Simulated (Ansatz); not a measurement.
NiMoIrPdW:

```xyz
5
Lattice="2.3446 -1.4314 0.0091 2.3446 1.4314 0.0091 -2.2060 0.0000 10.9237" Properties=species:S:1:pos:R:3 pbc="T T T"
Ni    1.6857    0.0000    3.2343
Mo   -0.5221    0.0000    9.9690
Pd    0.0775    0.0000    5.3638
Ir    3.2778    0.0000    1.1936
W     1.6891    0.0000    7.5942
```

The cell was built by a generator and needn't be a form met in nature.

Base run:

- Program: Ansatz 0.2.0
- Functional: RPBE
- Potentials or basis: Ansatz PAW
- Cutoff: 420 eV
- Density cutoff: 1680 eV
- k mesh: 11 × 11 × 3
- Occupations: fermi-dirac, width 0.05 eV
- Spin: collinear spin, ferromagnetic start
- Starting moments: [1.0, 1.0, 0.0, 0.6, 0.0] μB

Its results: band gap on the k mesh none (metal or under the smearing width); pressure 4.1 GPa; net moment 0.00 μB per cell; largest force 0.121 eV/Å.

Question: After a change of settings the same cell gave: band gap on the k mesh none (metal or under the smearing width); pressure -14.5 GPa; net moment 0.00 μB per cell; largest force 0.121 eV/Å. Which change was it?
A. functional from RPBE to PBE; potentials or basis from Ansatz PAW to Ansatz NC with PseudoDojo standard (PBE files); cutoff from 420 eV to 1400 eV; density cutoff from 1680 eV to 5600 eV
B. functional from RPBE to LDA
C. functional from RPBE to revPBE
D. functional from RPBE to PBE; potentials or basis from Ansatz PAW to JTH PAW; cutoff from 420 eV to 2400 eV; density cutoff from 1680 eV to 9600 eV; valence electrons from 81 to 79

Answer: B.

LDA binds more tightly than RPBE, so the same cell stands under less pressure.

Caveats: the PAW data sets come from PBE, with cores solved anew for the run's functional, which leaves a small shift of forces and pressure; the potentials were made for another functional, which shifts forces and pressure (some runs).

Not every run made on this cell is shown here.
